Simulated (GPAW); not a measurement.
## HPbNO4 in GPAW: the effect of functional

HPbNO4:

```
CELL_PARAMETERS angstrom
4.19923 0.11117 0.16817
1.91600 3.89132 0.12568
1.76085 1.25259 6.37266
ATOMIC_POSITIONS crystal
H 0.89145 0.68202 0.62796
Pb 0.14426 0.92872 0.88352
N 0.25670 0.28861 0.30171
O 0.83108 0.65056 0.78405
O 0.38694 0.22380 0.11295
O 0.31104 0.03576 0.45856
O 0.07726 0.60633 0.32275
```

The cell was built by a generator and needn't be a form met in nature.

Alike in all runs:

```yaml
Program: GPAW 26.7.0
Task: band structure
Cutoff: 800 eV
Basis: pw
k_mesh: 5 × 5 × 3
Occupations: fermi-dirac, width 0.05 eV
Spin: no spin polarisation
```

```tsv
functional	potentials or basis	gap on the mesh (eV)	pressure (GPa)	largest force (eV/Å)
AM05	PAW data sets generated in the run's folder for this functional	2.86	-2.5	0.51
PW91	PAW data sets generated in the run's folder for this functional	2.86	-0.6	0.07
r2SCAN	GPAW PAW data sets (gpaw-data 1.2.1)	?	?	?
```

Q: What does the run with functional r2SCAN give?

A: gap on the mesh 3.20 eV; pressure -3.4 GPa; largest force 0.65 eV/Å.

Caveats: spin-orbit coupling is left out, which as a rule narrows the gap of such compounds by several tenths of an eV; the PAW data sets were made with another functional, which shifts forces and pressure a little (some runs).

A k mesh can miss the band edges.
